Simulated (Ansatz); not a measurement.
# FH3NNbOS: a ladder of functionals and wavefunction methods

One table from this session's results is given with a row withheld; the runs are named, their logs left out.

Computed with Ansatz 0.2.0, Gaussian basis. Level: functionals in def2-TZVPP, the program's frozen cores in correlated methods.

Plan: LDA (SPW92), PBE-D4, revPBE-D4, BLYP-D4, r2SCAN-D4, B97M-V, PBE0-D4, B3LYP-D4, r2SCANh-D4, r2SCAN0-D4, HSE06-D4, BHLYP-D4, CAM-B3LYP-D4, LC-ωPBE, ωB97X-V, ωB97M-V, B2PLYP, PBE-QIDH; CCSD(T)/def2-SVP; CCSD(T)/def2-TZVPP; MP2/def2-QZVPP; extrapolation to the limit; RPA on PBE.

## The geometry

An earlier PBE0-D4 in a triple-zeta def2 set relaxation fixed the geometry. Nb takes the def2 core potential; no spin-orbit term is included.

8 atoms, charge 0, spin multiplicity 1.

Atoms are counted from 1 here; the program's logs count them from 0.

Bond lengths: N1–Nb2 1.948 Å, N1–H6 1.009 Å, N1–H7 1.012 Å, Nb2–O3 1.882 Å, Nb2–F4 1.871 Å, Nb2–S5 2.142 Å, O3–H8 0.959 Å. Angles: Nb2–N1–H6 126.3°, Nb2–N1–H7 122.7°, H6–N1–H7 110.9°, N1–Nb2–O3 109.1°, N1–Nb2–F4 110.0°, N1–Nb2–S5 106.0°, O3–Nb2–F4 108.4°, O3–Nb2–S5 111.8°, F4–Nb2–S5 111.5°, Nb2–O3–H8 131.4°.

Coordinates:

```
N    -0.4569    1.3826    0.1731
Nb    0.4431   -0.2833   -0.2862
O    -0.7600   -1.7137   -0.0694
F     0.9963   -0.2406   -2.0735
S     2.1114   -0.4395    1.0479
H    -0.1333    2.0732    0.8332
H    -1.3632    1.6355   -0.1988
H    -0.7452   -2.4713    0.5180
```

The first run:

in.yaml reads:

```yaml
crystal:
  periodic: [false, false, false]
  atoms:
    - {symbol: N, position_ang: [-0.456946, 1.382608, 0.173150]}
    - {symbol: Nb, position_ang: [0.443119, -0.283337, -0.286246]}
    - {symbol: O, position_ang: [-0.760016, -1.713684, -0.069446]}
    - {symbol: F, position_ang: [0.996274, -0.240610, -2.073533]}
    - {symbol: S, position_ang: [2.111416, -0.439527, 1.047887]}
    - {symbol: H, position_ang: [-0.133324, 2.073217, 0.833245]}
    - {symbol: H, position_ang: [-1.363216, 1.635541, -0.198847]}
    - {symbol: H, position_ang: [-0.745208, -2.471308, 0.517989]}
basis:
  gaussian: {orbitals: def2-TZVPP}
hamiltonian: {xc: lda}
output: {orbitals: {seedname: orbitals}}
```

Run with:

```console
$ ansatz run in.yaml --threads 4 --pin off --events-out ev --progress --plain --max-ram 10444MiB
```

Among the steps run: LDA; PBE-D4 (GGA); revPBE-D4 (GGA); BLYP-D4 (GGA); r2SCAN-D4 (meta-GGA); B97M-V (meta-GGA); PBE0-D4 (hybrid); B3LYP-D4 (hybrid); r2SCANh-D4 (hybrid); r2SCAN0-D4 (hybrid); HSE06-D4 (hybrid); BHLYP-D4 (hybrid); CAM-B3LYP-D4 (range-separated); LC-ωPBE (range-separated); ωB97X-V (range-separated); ωB97M-V (range-separated); B2PLYP (double hybrid); PBE-QIDH (double hybrid).

One of the session's tables, all rows but one given; the rest of the session is left out.

It belongs to the step «Orbital energies across the functionals». 

```
  functional  HOMO (eV)  LUMO (eV)  gap (eV)
 LDA (SPW92)      -6.72      -2.91      3.81
      PBE-D4      -6.54      -2.72      3.83
   revPBE-D4      -6.48      -2.64      3.83
     BLYP-D4      -6.37      -2.59      3.78
   r2SCAN-D4      -6.83      -2.64      4.19
      B97M-V      -6.85      -2.56      4.29
     PBE0-D4      -7.75      -1.96      5.79
    B3LYP-D4      -7.50      -2.16      5.35
  r2SCANh-D4      -7.28      -2.35      4.93
  r2SCAN0-D4      -7.94      -1.91      6.04
    HSE06-D4      -7.35      -2.34      5.01
    BHLYP-D4      -8.78      -1.04      7.74
CAM-B3LYP-D4      -9.02      -0.87      8.14
     LC-ωPBE          ?          ?         ?
     ωB97X-V     -10.01       0.16     10.17
     ωB97M-V      -9.87       0.12      9.99
```

Q: Estimate the row for LC-ωPBE from the others.

**Answer.** HOMO (eV): -10.34; LUMO (eV): 0.22; gap (eV): 10.56. In the column «HOMO (eV)» it is the lowest.
